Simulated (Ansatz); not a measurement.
Run this with Ansatz 0.2.0, Python API and show what comes out.

Script `deck.py`:
```python
"""Br2HSn through the session interface."""

import ansatz as az

deck = {
    "crystal": {
        "periodic": [False, False, False],
        "atoms": [
            {"symbol": "Br", "position_ang": [-2.2504, 0.0563, -0.2324]},
            {"symbol": "Sn", "position_ang": [0.1945, -0.007, -0.5616]},
            {"symbol": "Br", "position_ang": [1.1434, -1.6909, 1.0191]},
            {"symbol": "H", "position_ang": [0.9679, 1.5813, -0.2454]},
        ],
    },
    "magnetization": {"spin_polarized": True, "initial_magnetization": 1},
    "basis": {"gaussian": {"orbitals": "def2-SVP"}},
    "correlation": {"method": "ccsd_t"},
}
session = az.Session.from_dict(deck)
report = session.plan(threads=1).execute().report

print("reference energy %16.6f eV" % report["reference_energy_ev"])
print("total energy     %16.6f eV" % report["free_energy_ev"])
print("occupied orbitals outside the frozen core (up, down):", report["n_occupied"], " frozen:", report["n_frozen"], " virtual:", report["n_virtual"])
symbols = ["Br", "Sn", "Br", "H"]
print("correlation energy", round(report["free_energy_ev"] - report["reference_energy_ev"], 5), "eV")
cluster = report["correlation"].get("coupled_cluster")
if cluster:
    print("cycles", cluster["cycles"], " T1 diagnostic", round(cluster["t1_diagnostic"], 4), " largest double", round(cluster["largest_double"], 4))
state = report["mean_field"]["state"]
print(f"mean field: {state['energy']['hartree']:.7f} Ha, <S^2> = {abs(state['spin_squared']):.4f}, stability: {state.get('stability', {}).get('kind')}")
```

```console
$ python deck.py
reference energy   -145804.191031 eV
total energy       -145819.865633 eV
occupied orbitals outside the frozen core (up, down): [25, 24]  frozen: 22  virtual: [48, 49]
correlation energy -15.6746 eV
cycles 10  T1 diagnostic 0.0091  largest double 0.0314
mean field: -5358.2051908 Ha, <S^2> = 0.7628, stability: minimum
```

Total energies depend on the basis set; only differences at equal settings carry meaning. The geometry is a force-field or estimated start, not a minimum of this method, and the basis set is short of its limit. def2 sets replace the cores of elements past krypton by effective core potentials. The run takes the species as open-shell (spin multiplicity 2), which needn't be its ground state. Wall time of the script: 69 s on 1 thread of Arm Neoverse V1, on a shared host, peak memory 0.8 GiB.
